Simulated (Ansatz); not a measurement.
# H₈OSi₂Sn: up Jacob's ladder to CCSD(T)

How much do the methods differ for H₈OSi₂Sn? The plan is to run it at one geometry with functionals of several rungs and with coupled cluster, and see how far each lands from CCSD(T) at the basis-set limit for the atomisation energy.

Program: Ansatz 0.2.0, Gaussian basis. Level of theory: functionals in def2-TZVPP, the program's frozen cores in correlated methods. These are calculated values, not measurements.

Plan: LDA (SPW92), PBE-D4, revPBE-D4, BLYP-D4, r2SCAN-D4, B97M-V, PBE0-D4, B3LYP-D4, r2SCANh-D4, r2SCAN0-D4, HSE06-D4, BHLYP-D4, CAM-B3LYP-D4, LC-ωPBE, ωB97X-V, ωB97M-V, B2PLYP, PBE-QIDH; CCSD(T)/def2-SVP; CCSD(T)/def2-TZVPP; MP2/def2-QZVPP; extrapolation to the limit; RPA on PBE.

## (1) Structure used throughout

An earlier PBE0-D4 in a triple-zeta def2 set relaxation fixed the geometry. Sn takes the def2 core potential; no spin-orbit term is included.

SMILES `O[SiH2][SiH2][SnH3]`, 12 atoms, charge 0, spin multiplicity 1.

Atoms are counted from 1 here; the program's logs count them from 0.

Bond lengths: O1–Si2 1.652 Å, O1–H5 0.960 Å, Si2–Si3 2.344 Å, Si2–H6 1.483 Å, Si2–H7 1.492 Å, Si3–Sn4 2.566 Å, Si3–H8 1.489 Å, Si3–H9 1.489 Å, Sn4–H10 1.707 Å, Sn4–H11 1.719 Å, Sn4–H12 1.706 Å. Angles: Si2–O1–H5 117.2°, O1–Si2–Si3 109.8°, O1–Si2–H6 105.7°, O1–Si2–H7 111.8°, Si3–Si2–H6 113.1°, Si3–Si2–H7 107.8°, H6–Si2–H7 108.8°, Si2–Si3–Sn4 105.6°, Si2–Si3–H8 111.8°, Si2–Si3–H9 112.4°, Sn4–Si3–H8 108.5°, Sn4–Si3–H9 109.7°, H8–Si3–H9 108.8°, Si3–Sn4–H10 111.9°, Si3–Sn4–H11 107.9°, Si3–Sn4–H12 113.7°, H10–Sn4–H11 106.8°, H10–Sn4–H12 108.9° and more.

## (2) LDA

This LDA is Slater exchange with PW92 correlation.

Input file in.yaml:

```yaml
crystal:
  periodic: [false, false, false]
  atoms:
    - {symbol: O, position_ang: [-1.943541, 1.300058, -0.321103]}
    - {symbol: Si, position_ang: [-0.689654, 1.597567, 0.712313]}
    - {symbol: Si, position_ang: [0.465640, -0.394436, 1.152048]}
    - {symbol: Sn, position_ang: [0.851547, -1.487591, -1.137420]}
    - {symbol: H, position_ang: [-1.748882, 0.796687, -1.114515]}
    - {symbol: H, position_ang: [-1.300700, 2.195904, 1.924436]}
    - {symbol: H, position_ang: [0.283964, 2.570407, 0.135700]}
    - {symbol: H, position_ang: [-0.338717, -1.325764, 1.990221]}
    - {symbol: H, position_ang: [1.774153, -0.156193, 1.821266]}
    - {symbol: H, position_ang: [2.305748, -0.960412, -1.858675]}
    - {symbol: H, position_ang: [-0.425968, -0.998959, -2.178498]}
    - {symbol: H, position_ang: [0.843411, -3.192468, -1.091674]}
basis:
  gaussian: {orbitals: def2-TZVPP}
hamiltonian: {xc: lda}
output: {orbitals: {seedname: orbitals}}
```

After this run come: PBE-D4 (GGA); revPBE-D4 (GGA); BLYP-D4 (GGA); r2SCAN-D4 (meta-GGA); B97M-V (meta-GGA); PBE0-D4 (hybrid); B3LYP-D4 (hybrid); r2SCANh-D4 (hybrid); r2SCAN0-D4 (hybrid); HSE06-D4 (hybrid); BHLYP-D4 (hybrid); CAM-B3LYP-D4 (range-separated); LC-ωPBE (range-separated); ωB97X-V (range-separated); ωB97M-V (range-separated); B2PLYP (double hybrid); PBE-QIDH (double hybrid); CCSD(T) in def2-SVP; CCSD(T) in def2-TZVPP; MP2 in def2-QZVPP; RPA on PBE orbitals.

Q: Predict the results of all the runs planned. Wanted: atomisation energy, CCSD(T)/CBS; farthest beyond LDA; mean size of error, GGA; mean size of error, meta-GGA; mean size of error, hybrid; mean size of error, range-separated; mean size of error, double hybrid; gap, smallest and largest; T1 diagnostic.

The runs gave:

| quantity | value |
| --- | --- |
| atomisation energy, CCSD(T)/CBS | 833.3 kcal/mol |
| functionals within 8.3 kcal/mol (1.0 %) | r2SCAN-D4, B97M-V, CAM-B3LYP-D4, ωB97X-V, ωB97M-V |
| farthest beyond LDA | revPBE-D4 (-29.7 kcal/mol) |
| mean size of error, GGA | 20.8 kcal/mol |
| mean size of error, meta-GGA | 5.8 kcal/mol |
| mean size of error, hybrid | 16.4 kcal/mol |
| mean size of error, range-separated | 8.2 kcal/mol |
| mean size of error, double hybrid | 21.5 kcal/mol |
| gap, smallest and largest | 4.85 eV (LDA (SPW92)), 11.38 eV (LC-ωPBE) |
| T1 diagnostic | 0.0133 |
| triples share of the correlation energy | 3.1 % |

What this shows: The LDA atomisation energy is off by 92.5 kcal/mol (11 %): it overbinds. PBE-D4 is off by -14.5 kcal/mol. Double hybrids carry the basis error of their MP2 part in triple zeta, and no dispersion term here, so their miss is partly the set-up's. The rungs meta-GGA, range-separated miss on average by less than the doubt on the reference (8.3 kcal/mol), so they tie. The reference freezes the cores and leaves out spin-orbit coupling and excitations past (T), and its outer-core shells are covered unevenly, so misses under about 8.3 kcal/mol can't be ranked. All levels share the lack of spin-orbit coupling, which lowers the free heavy atoms and so the true binding. Hartree-Fock recovers 72 % of the binding; the rest is correlation. CCSD(T) in def2-SVP is off by -70.2 kcal/mol, which most functionals beat. The gap grows from 4.8 to 11.4 eV across the functionals, mostly with the share of exact exchange. Correlated methods include outer-core shells of Sn, which these sets cover unevenly.
